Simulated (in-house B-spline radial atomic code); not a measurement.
# Si⁺: binding energies from hole states

Aim: the cost of two holes at once in Si⁺, against the sum of the two single holes.

Method: Dirac-Coulomb relativistic LDA (MacDonald-Vosko exchange, VWN5), spherical fractional occupations, Fermi nucleus, basis-set limit. Code: in-house B-spline radial atomic code version 1.

### Step 1. Starting point

* element: silicon (Z = 14)
* charge: +1
* electrons: 13
* configuration: [Ne] 3s2 3p1
* Hamiltonian: Dirac-Coulomb
* nucleus: Fermi, rms radius 3.122 fm

The outer shells:

[Ne] 3s2 3p1
```
[Ne] core
3s [↑↓]
3p [↑ ][  ][  ]
```

The boxes only draw the filling; these runs are spin-restricted and spherical.

Input settings:

```ini
Z = 14
electrons = 13.0
configuration = [Ne] 3s2 3p1
hamiltonian = dirac
method = lda_x_rel,vwn
spin_polarised = False
nucleus = fermi
rms_radius = 3.1224
mass_number = 28
atomic_mass = 27.97692653442
speed_of_light = 137.035999084
```

From the earlier run of the reference: total energy -288.409200 hartree. Levels, eight at most:

| orbital | occupation | energy (eV) | <r> (bohr) |
| --- | --- | --- | --- |
| 1s1/2 | 2 | -1785.44 | 0.1117 |
| 2s1/2 | 2 | -148.10 | 0.5706 |
| 2p1/2 | 2 | -105.53 | 0.5368 |
| 2p3/2 | 4 | -104.88 | 0.5391 |
| 3s1/2 | 2 | -19.094 | 2.053 |
| 3p1/2 | 0.333333 | -11.776 | 2.446 |
| 3p3/2 | 0.666667 | -11.734 | 2.452 |

Single holes known from earlier runs (ΔSCF): 1s 1863.34 eV, 2s 163.25 eV, 2p1/2 121.68 eV, 2p3/2 120.98 eV, 3s 24.134 eV.

### Step 2. The 2s and 3s holes

Changes to the settings of step 1:

```diff
@@ -1,4 +1,4 @@
 Z = 14
-electrons = 13.0
-configuration = [Ne] 3s2 3p1
+electrons = 11.0
+configuration = 1s2 2s1 2p6 3s1 3p1
 hamiltonian = dirac
```

From the run's result record (rounded, not every field):

```text
{
  "status": "converged",
  "scf [iteration, energy, orbital gradient]": [
    [1, -277.857483267, 0.417],
    [2, -280.353666621, 0.223],
    [3, -280.938250832, 0.0653],
    [4, -280.99087565, 0.0177],
    [5, -280.994256431, 0.00843],
    [6, -280.995215076, 0.000129],
    [7, -280.995215454, 4.4e-06],
    [8, -280.995215454, 2.67e-08]
  ],
  "energy [hartree]": {"total": -280.995215454, "kinetic": 281.340136881, "nuclear": -652.305542048, "coulomb": 107.671198861, "xc": -17.7010091479},
  "qed [hartree]": {"self_energy": 0.03658621, "uehling": -0.002264416, "wichmann_kroll": 4.154559e-06},
  "recoil [hartree]": 0.004578481,
  "orbitals [hartree, bohr; first row names the columns]": [
    ["name", "occ", "eps", "<r>"],
    ["1s1/2", 2.0, -67.671257, 0.11165],
    ["2s1/2", 1.0, -7.1389022, 0.55566],
    ["2p1/2", 2.0, -5.604898, 0.51446],
    ["2p3/2", 4.0, -5.5793667, 0.51644],
    ["3s1/2", 1.0, -1.634404, 1.7289],
    ["3p1/2", 0.33333, -1.2972289, 1.8745],
    ["3p3/2", 0.66667, -1.294251, 1.8785]
  ],
  "sum_r [bohr^k]": {"-1": 46.59327, "1": 7.479639, "2": 9.872771},
  "energy_minus_base [hartree]": 7.41398415
}
```

Run time: 0.43 s. Hardware: 1 thread, shared host.

energy_minus_base is the energy less that of the reference run.

### Step 3. The 1s and 2p1/2 holes

In configurations, a minus sign after the shell means j = l − 1/2 and a plus sign j = l + 1/2; the count of electrons follows.

Changes to the settings of step 2:

```diff
@@ -2,3 +2,3 @@
 electrons = 11.0
-configuration = 1s2 2s1 2p6 3s1 3p1
+configuration = 1s1 2s2 2p-1 2p+4 3s2 3p1
 hamiltonian = dirac
```

Results of the run:

```text
{
  "status": "converged",
  "scf [iteration, energy, orbital gradient]": [
    [1, -207.110416193, 0.629],
    [2, -212.712774308, 0.312],
    [3, -213.640507573, 0.1],
    [4, -213.744054861, 0.0301],
    [5, -213.753280687, 0.0124],
    [6, -213.755076269, 8.32e-05],
    [7, -213.755076445, 7.46e-06],
    [8, -213.755076446, 1.37e-07]
  ],
  "energy [hartree]": {"total": -213.755076446, "kinetic": 213.940710847, "nuclear": -502.589079454, "coulomb": 89.2214167083, "xc": -14.3281245482},
  "qed [hartree]": {"self_energy": 0.02186124, "uehling": -0.001338117, "wichmann_kroll": 2.454791e-06},
  "recoil [hartree]": 0.00368751,
  "orbitals [hartree, bohr; first row names the columns]": [
    ["name", "occ", "eps", "<r>"],
    ["1s1/2", 1.0, -73.17717, 0.10928],
    ["2s1/2", 2.0, -8.2521396, 0.52306],
    ["2p1/2", 1.0, -6.8887136, 0.46655],
    ["2p3/2", 4.0, -6.8547992, 0.46844],
    ["3s1/2", 2.0, -1.8151665, 1.6026],
    ["3p1/2", 0.33333, -1.4678376, 1.6929],
    ["3p3/2", 0.66667, -1.463873, 1.6969]
  ],
  "sum_r [bohr^k]": {"-1": 35.89923, "1": 8.396514, "2": 11.21683},
  "energy_minus_base [hartree]": 74.6541232
}
```

Run time: 0.43 s. Hardware: 1 thread, shared host.

### Step 4. The 2p1/2 and 2p1/2 holes

Changes to the settings of step 3:

```diff
@@ -2,3 +2,3 @@
 electrons = 11.0
-configuration = 1s1 2s2 2p-1 2p+4 3s2 3p1
+configuration = 1s2 2s2 2p+4 3s2 3p1
 hamiltonian = dirac
```

Results of the run:

```text
{
  "status": "converged",
  "scf [iteration, energy, orbital gradient]": [
    [1, -274.445600519, 0.489],
    [2, -277.698178975, 0.198],
    [3, -278.13216218, 0.0658],
    [4, -278.183037889, 0.0214],
    [5, -278.188306309, 0.00777],
    [6, -278.189105976, 5.27e-05],
    [7, -278.189106051, 4.26e-06],
    [8, -278.189106052, 6.2e-08]
  ],
  "energy [hartree]": {"total": -278.189106052, "kinetic": 278.534353256, "nuclear": -639.096529831, "coulomb": 99.2240259293, "xc": -16.8509554061},
  "qed [hartree]": {"self_energy": 0.03843671, "uehling": -0.002368924, "wichmann_kroll": 4.346007e-06},
  "recoil [hartree]": 0.004758905,
  "orbitals [hartree, bohr; first row names the columns]": [
    ["name", "occ", "eps", "<r>"],
    ["1s1/2", 2.0, -68.964751, 0.11161],
    ["2s1/2", 2.0, -7.8864589, 0.54017],
    ["2p3/2", 4.0, -6.4012961, 0.49351],
    ["3s1/2", 2.0, -1.7818383, 1.6329],
    ["3p1/2", 0.33333, -1.4322737, 1.7375],
    ["3p3/2", 0.66667, -1.4287428, 1.7412]
  ],
  "sum_r [bohr^k]": {"-1": 45.64977, "1": 8.28343, "2": 11.52044},
  "energy_minus_base [hartree]": 10.2200936
}
```

Wall time 0.43 s (1 thread, shared host).

### Step 5. The 1s and 2p3/2 holes

Changes to the settings of step 4:

```diff
@@ -2,3 +2,3 @@
 electrons = 11.0
-configuration = 1s2 2s2 2p+4 3s2 3p1
+configuration = 1s1 2s2 2p-2 2p+3 3s2 3p1
 hamiltonian = dirac
```

Results of the run:

```text
{
  "status": "converged",
  "scf [iteration, energy, orbital gradient]": [
    [1, -207.155634905, 0.628],
    [2, -212.748124919, 0.312],
    [3, -213.674619377, 0.1],
    [4, -213.777983401, 0.0301],
    [5, -213.787189403, 0.0124],
    [6, -213.78898171, 8.65e-05],
    [7, -213.788981914, 7.59e-06],
    [8, -213.788981915, 1.44e-07]
  ],
  "energy [hartree]": {"total": -213.788981915, "kinetic": 214.042674092, "nuclear": -502.747662615, "coulomb": 89.2485583247, "xc": -14.3325517161},
  "qed [hartree]": {"self_energy": 0.02177762, "uehling": -0.001338174, "wichmann_kroll": 2.454904e-06},
  "recoil [hartree]": 0.00368737,
  "orbitals [hartree, bohr; first row names the columns]": [
    ["name", "occ", "eps", "<r>"],
    ["1s1/2", 1.0, -73.168496, 0.10929],
    ["2s1/2", 2.0, -8.2501777, 0.52312],
    ["2p1/2", 2.0, -6.8861799, 0.46664],
    ["2p3/2", 3.0, -6.8522835, 0.46854],
    ["3s1/2", 2.0, -1.8150018, 1.6028],
    ["3p1/2", 0.33333, -1.4676576, 1.6931],
    ["3p3/2", 0.66667, -1.4636942, 1.6971]
  ],
  "sum_r [bohr^k]": {"-1": 35.91056, "1": 8.39572, "2": 11.21738},
  "energy_minus_base [hartree]": 74.6202177
}
```

Wall time 0.43 s (1 thread, shared host).

### Step 6. The 2s and 2p3/2 holes

Changes to the settings of step 5:

```diff
@@ -2,3 +2,3 @@
 electrons = 11.0
-configuration = 1s1 2s2 2p-2 2p+3 3s2 3p1
+configuration = 1s2 2s1 2p-2 2p+3 3s2 3p1
 hamiltonian = dirac
```

Results of the run:

```text
{
  "status": "converged",
  "scf [iteration, energy, orbital gradient]": [
    [1, -272.874107341, 0.485],
    [2, -276.179328068, 0.213],
    [3, -276.686681997, 0.0682],
    [4, -276.743117354, 0.0214],
    [5, -276.748409849, 0.00831],
    [6, -276.74934511, 9.75e-05],
    [7, -276.749345246, 5.66e-06],
    [8, -276.749345246, 1.11e-07]
  ],
  "energy [hartree]": {"total": -276.749345246, "kinetic": 277.140467631, "nuclear": -636.966183147, "coulomb": 99.9539980733, "xc": -16.8776278037},
  "qed [hartree]": {"self_energy": 0.03688559, "uehling": -0.00228378, "wichmann_kroll": 4.190017e-06},
  "recoil [hartree]": 0.004583552,
  "orbitals [hartree, bohr; first row names the columns]": [
    ["name", "occ", "eps", "<r>"],
    ["1s1/2", 2.0, -68.808899, 0.11159],
    ["2s1/2", 1.0, -7.8357445, 0.54212],
    ["2p1/2", 2.0, -6.358049, 0.49501],
    ["2p3/2", 3.0, -6.3305267, 0.49684],
    ["3s1/2", 2.0, -1.7783074, 1.6362],
    ["3p1/2", 0.33333, -1.4274248, 1.7433],
    ["3p3/2", 0.66667, -1.4239092, 1.7471]
  ],
  "sum_r [bohr^k]": {"-1": 45.4976, "1": 8.264102, "2": 11.54441},
  "energy_minus_base [hartree]": 11.6598544
}
```

It took 0.43 s on 1 thread, shared host.

### Step 7. The 2p3/2 and 2p1/2 holes

Changes to the settings of step 6:

```diff
@@ -2,3 +2,3 @@
 electrons = 11.0
-configuration = 1s2 2s1 2p-2 2p+3 3s2 3p1
+configuration = 1s2 2s2 2p-1 2p+3 3s2 3p1
 hamiltonian = dirac
```

Results of the run:

```text
{
  "status": "converged",
  "scf [iteration, energy, orbital gradient]": [
    [1, -274.483396228, 0.451],
    [2, -277.727336422, 0.19],
    [3, -278.160295037, 0.0623],
    [4, -278.211030058, 0.0198],
    [5, -278.216282294, 0.00733],
    [6, -278.217079757, 4.84e-05],
    [7, -278.217079814, 4.01e-06],
    [8, -278.217079815, 6.68e-08]
  ],
  "energy [hartree]": {"total": -278.217079815, "kinetic": 278.61842965, "nuclear": -639.234669888, "coulomb": 99.2545950226, "xc": -16.8554345993},
  "qed [hartree]": {"self_energy": 0.0383644, "uehling": -0.002368929, "wichmann_kroll": 4.346023e-06},
  "recoil [hartree]": 0.004757911,
  "orbitals [hartree, bohr; first row names the columns]": [
    ["name", "occ", "eps", "<r>"],
    ["1s1/2", 2.0, -68.95679, 0.11161],
    ["2s1/2", 2.0, -7.8846338, 0.54023],
    ["2p1/2", 1.0, -6.4269994, 0.49179],
    ["2p3/2", 3.0, -6.3990331, 0.49361],
    ["3s1/2", 2.0, -1.7816783, 1.6331],
    ["3p1/2", 0.33333, -1.4320989, 1.7377],
    ["3p3/2", 0.66667, -1.428569, 1.7414]
  ],
  "sum_r [bohr^k]": {"-1": 45.65963, "1": 8.282642, "2": 11.52097},
  "energy_minus_base [hartree]": 10.1921198
}
```

Wall time 0.43 s (1 thread, shared host).

### Step 8. The 2p1/2 and 3s holes

Changes to the settings of step 7:

```diff
@@ -2,3 +2,3 @@
 electrons = 11.0
-configuration = 1s2 2s2 2p-1 2p+3 3s2 3p1
+configuration = 1s2 2s2 2p-1 2p+4 3s1 3p1
 hamiltonian = dirac
```

Results of the run:

```text
{
  "status": "converged",
  "scf [iteration, energy, orbital gradient]": [
    [1, -279.466481516, 0.446],
    [2, -281.965656692, 0.215],
    [3, -282.4676165, 0.0666],
    [4, -282.516456885, 0.0196],
    [5, -282.520083431, 0.00818],
    [6, -282.5209538, 7.21e-05],
    [7, -282.520953918, 3.89e-06],
    [8, -282.520953918, 4.28e-08]
  ],
  "energy [hartree]": {"total": -282.520953918, "kinetic": 282.876151782, "nuclear": -654.777473428, "coulomb": 107.074082137, "xc": -17.6937144093},
  "qed [hartree]": {"self_energy": 0.03798218, "uehling": -0.002344783, "wichmann_kroll": 4.301806e-06},
  "recoil [hartree]": 0.004738832,
  "orbitals [hartree, bohr; first row names the columns]": [
    ["name", "occ", "eps", "<r>"],
    ["1s1/2", 2.0, -67.790603, 0.11168],
    ["2s1/2", 2.0, -7.1757461, 0.55392],
    ["2p1/2", 1.0, -5.6583993, 0.51128],
    ["2p3/2", 4.0, -5.6324777, 0.51325],
    ["3s1/2", 1.0, -1.636605, 1.7264],
    ["3p1/2", 0.33333, -1.3005669, 1.8695],
    ["3p3/2", 0.66667, -1.2975826, 1.8735]
  ],
  "sum_r [bohr^k]": {"-1": 46.76983, "1": 7.494065, "2": 9.852216},
  "energy_minus_base [hartree]": 5.88824569
}
```

It took 0.45 s on 1 thread, shared host.

Radial density 4πr²n(r) and radial functions P(r) = rR(r):

| r (bohr) | 4πr²n | 2p3/2 | 3s1/2 | 3p3/2 |
| --- | --- | --- | --- | --- |
| 0.00718 | 0.9565 | 0.0045 | 0.0662 | 0.0016 |
| 0.0103 | 1.797 | 0.0090 | 0.0907 | 0.0032 |
| 0.0147 | 3.225 | 0.0177 | 0.1211 | 0.0063 |
| 0.0211 | 5.539 | 0.0349 | 0.1578 | 0.0124 |
| 0.0302 | 8.778 | 0.0672 | 0.1961 | 0.0238 |
| 0.0432 | 12.49 | 0.1259 | 0.2272 | 0.0446 |
| 0.0618 | 15.32 | 0.2276 | 0.2344 | 0.0804 |
| 0.0885 | 15.38 | 0.3923 | 0.1927 | 0.1380 |
| 0.127 | 12.31 | 0.6339 | 0.0762 | 0.2210 |
| 0.181 | 9.428 | 0.9278 | -0.1139 | 0.3167 |
| 0.260 | 10.45 | 1.2120 | -0.3310 | 0.3925 |
| 0.372 | 13.07 | 1.3445 | -0.4390 | 0.3772 |
| 0.532 | 11.09 | 1.2125 | -0.2905 | 0.1989 |
| 0.762 | 5.239 | 0.8335 | 0.1438 | -0.1563 |
| 1.09 | 1.872 | 0.4005 | 0.6439 | -0.5653 |
| 1.56 | 1.443 | 0.1180 | 0.8515 | -0.7919 |
| 2.23 | 0.8203 | 0.0176 | 0.6183 | -0.6609 |
| 3.20 | 0.1496 | 0.0010 | 0.2326 | -0.3094 |
| 4.58 | 0.006216 | 0.0000 | 0.0381 | -0.0692 |
| 6.56 | 3.558e-05 | 0.0000 | 0.0020 | -0.0056 |

On the record's full grid the radial density has clear maxima near r = 0.074, 0.37 bohr.

### Step 9. The 1s and 1s holes

Changes to the settings of step 8:

```diff
@@ -2,3 +2,3 @@
 electrons = 11.0
-configuration = 1s2 2s2 2p-1 2p+4 3s1 3p1
+configuration = 2s2 2p6 3s2 3p1
 hamiltonian = dirac
```

Results of the run:

```text
{
  "status": "converged",
  "scf [iteration, energy, orbital gradient]": [
    [1, -135.326337621, 0.726],
    [2, -143.954774843, 0.412],
    [3, -145.603453043, 0.128],
    [4, -145.783801654, 0.037],
    [5, -145.798046448, 0.0167],
    [6, -145.801409991, 0.000121],
    [7, -145.80141029, 1.38e-05],
    [8, -145.801410294, 2.64e-07]
  ],
  "energy [hartree]": {"total": -145.801410294, "kinetic": 145.717619194, "nuclear": -362.367351263, "coulomb": 83.640223822, "xc": -12.7919020472},
  "qed [hartree]": {"self_energy": 0.003939827, "uehling": -0.0002242827, "wichmann_kroll": 4.115447e-07},
  "recoil [hartree]": 0.002819022,
  "orbitals [hartree, bohr; first row names the columns]": [
    ["name", "occ", "eps", "<r>"],
    ["2s1/2", 2.0, -8.5682035, 0.50918],
    ["2p1/2", 2.0, -7.3444853, 0.44487],
    ["2p3/2", 4.0, -7.3044647, 0.44682],
    ["3s1/2", 2.0, -1.8424233, 1.5783],
    ["3p1/2", 0.33333, -1.5009465, 1.6537],
    ["3p3/2", 0.66667, -1.4965937, 1.6579]
  ],
  "sum_r [bohr^k]": {"-1": 25.88338, "1": 8.508523, "2": 10.96785},
  "energy_minus_base [hartree]": 142.607789
}
```

It took 0.43 s on 1 thread, shared host.

### Step 10. Results

| two holes | ΔSCF (eV) | less the two single holes (eV) |
| --- | --- | --- |
| 2s and 3s | 201.74 | 14.36 |
| 1s and 2p1/2 | 2031.44 | 46.42 |
| 2p1/2 and 2p1/2 | 278.10 | 34.75 |
| 1s and 2p3/2 | 2030.52 | 46.20 |
| 2s and 2p3/2 | 317.28 | 33.06 |
| 2p3/2 and 2p1/2 | 277.34 | 34.69 |
| 2p1/2 and 3s | 160.23 | 14.41 |
| 1s and 1s | 3880.56 | 153.88 |

Two holes cost more than the sum of each, because the second electron leaves a more charged ion. The excess runs from 14.4 eV (2s and 3s) to 153.9 eV (1s and 1s); it tends to be largest where both holes are compact. Values are for the free ion, measured from the vacuum level.
